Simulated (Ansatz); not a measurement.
# C₂H₅BCl₂: basis-set convergence

Aim: see how fast density functionals converge with the basis set for C₂H₅BCl₂.

The runs use Ansatz 0.2.0, Gaussian basis; one geometry, several basis sets.

Plan: PBE0-D4/def2-SVP; ωB97M-V/def2-SVP; PBE0-D4/def2-QZVPP; ωB97M-V/def2-QZVPP; the functionals' def2-TZVPP values are taken from earlier runs.

## (1) The relaxed structure

An earlier PBE0-D4 in a triple-zeta def2 set relaxation fixed the geometry.

10 atoms, charge 0, spin multiplicity 1.

Atoms are counted from 1 here; the program's logs count them from 0.

Bond lengths: C1–C2 1.505 Å, C1–H6 1.092 Å, C1–H7 1.091 Å, C1–H8 1.094 Å, C2–Cl3 1.827 Å, C2–B4 1.562 Å, C2–H9 1.089 Å, B4–Cl5 1.746 Å, B4–H10 1.191 Å. Angles: C2–C1–H6 111.5°, C2–C1–H7 111.2°, C2–C1–H8 108.9°, H6–C1–H7 108.8°, H6–C1–H8 108.2°, H7–C1–H8 108.2°, C1–C2–Cl3 110.8°, C1–C2–B4 118.8°, C1–C2–H9 112.7°, Cl3–C2–B4 91.4°, Cl3–C2–H9 105.1°, B4–C2–H9 114.9°, C2–B4–Cl5 120.8°, C2–B4–H10 120.8°, Cl5–B4–H10 118.4°.

## (2) PBE0-D4 in def2-SVP

File in.yaml:

```yaml
crystal:
  periodic: [false, false, false]
  atoms:
    - {symbol: C, position_ang: [-0.757523, -0.130586, 1.038986]}
    - {symbol: C, position_ang: [0.054800, 0.485411, -0.067828]}
    - {symbol: Cl, position_ang: [1.744622, 0.875720, 0.505858]}
    - {symbol: B, position_ang: [0.610340, -0.438472, -1.198472]}
    - {symbol: Cl, position_ang: [0.786360, 0.153735, -2.831661]}
    - {symbol: H, position_ang: [-0.864756, 0.551963, 1.884169]}
    - {symbol: H, position_ang: [-0.304073, -1.057896, 1.392065]}
    - {symbol: H, position_ang: [-1.757166, -0.361749, 0.658502]}
    - {symbol: H, position_ang: [-0.355127, 1.434360, -0.411251]}
    - {symbol: H, position_ang: [0.925724, -1.563587, -0.967469]}
basis:
  gaussian: {orbitals: def2-SVP}
hamiltonian: {xc: pbe0, dispersion: d4}
output: {orbitals: {seedname: orbitals}}
```

On the command line:

```console
> ansatz run in.yaml --threads 4 --pin off --events-out ev --progress --plain --max-ram 10444MiB
```

The runs that follow: ωB97M-V in def2-SVP; PBE0-D4 in def2-QZVPP; ωB97M-V in def2-QZVPP.

Before running them: what should the planned runs give, taken together? Wanted: PBE0-D4: double and triple zeta above quadruple; ωB97M-V: double and triple zeta above quadruple.

As calculated:

```
                                       quantity           value
PBE0-D4: double and triple zeta above quadruple  12.55, 0.89 eV
ωB97M-V: double and triple zeta above quadruple  12.59, 0.85 eV
```

**Reading.** For PBE0-D4 the step from double to triple zeta gains 11.66 eV and the next only 0.89 eV. These are total energies; as a rule much of such shifts cancels in differences, which this series doesn't test.
